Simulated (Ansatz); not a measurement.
# Li: element swaps in one structure

Aim: put other elements on the sites of Li (Li → Cu; Li → Cs), relax each crystal within the symmetry of the start, and see how size, gap and stability follow.

Method: DFT r2SCAN, scalar-relativistic, plane waves, PAW, in Ansatz 0.2.0.

1 further run of the same task is left out (set aside as unsound or not needed). Runs told in other sessions of the task aren't counted.

### 1 The system as given

The structure is hexagonal, space group P6_3/mmc (No. 194). Conventional cell: a = 3.087 Å, b = 3.087 Å, c = 5.080 Å, α = 90.00°, β = 90.00°, γ = 120.00°. Li (site symmetry -6m2) has 12 Li at 3.09 to 3.10 Å in its first shell of neighbours.

Structure file:

```cif
data_structure
_symmetry_space_group_name_H-M 'P 1'
_symmetry_Int_Tables_number 1
_cell_length_a 3.0872
_cell_length_b 3.0872
_cell_length_c 5.0804
_cell_angle_alpha 90.000
_cell_angle_beta 90.000
_cell_angle_gamma 120.000
_cell_volume 41.93
loop_
_atom_site_label
_atom_site_type_symbol
_atom_site_fract_x
_atom_site_fract_y
_atom_site_fract_z
_atom_site_occupancy
Li1 Li 0.33333 0.66667 0.25000 1
Li2 Li 0.66667 0.33333 0.75000 1
```

It is the result of an earlier relaxation at this level (volume 20.97 Å³/atom; gap on the mesh: none (metal)).

### 2 Li → Cu: the starting cell

The start of Cu: fractional positions of relaxed Li, cell scaled by 1.021, a guess from tabulated radii.

### 3 Quick check of gap, pressure and forces (Cu)

The input, input.yaml:

```yaml
crystal:
  lattice:
    - [3.1515585645, 0.0, 0.0]
    - [-1.5757792823, 2.7293297784, 0.0]
    - [0.0, 0.0, 5.1864322715]
  atoms:
    - { symbol: Cu, position: [0.3333333333, 0.6666666667, 0.25] }
    - { symbol: Cu, position: [0.6666666667, 0.3333333333, 0.75] }
basis:
  ecutwfc: 500
kpoints:
  mp_grid: { grid: [6, 6, 4] }
hamiltonian:
  xc: r2scan
scf:
  occupations: { method: gaussian, width: 0.1 }
output:
  forces: true
  stress: true
  eigenvalues: true
```

Command:

```bash
> ansatz run input.yaml --threads 1 --pin off --max-ram 2560MiB --backend cpu --events-out ev --progress --plain --runs-dir out
```

The session goes on with these runs: a loose first relaxation (Cu); the relaxation (Cu); a first look at the start (Cs); the relaxation (Cs); second relaxation (Cs).

What does the calculation give? Wanted: Li → Cu; Li → Cs.

**Answer**, as computed:

| quantity | value |
| --- | --- |
| Li → Cu (Cu) | 11.45 Å³/atom, gap none (metal) |
| Li → Cs (Cs) | 124.04 Å³/atom, gap none (metal) |

Per atom and against the relaxed parent, Cs is the largest of the new crystals (+491.6 %) and Cu the smallest (-45.4 %). All of them are metals at this level.
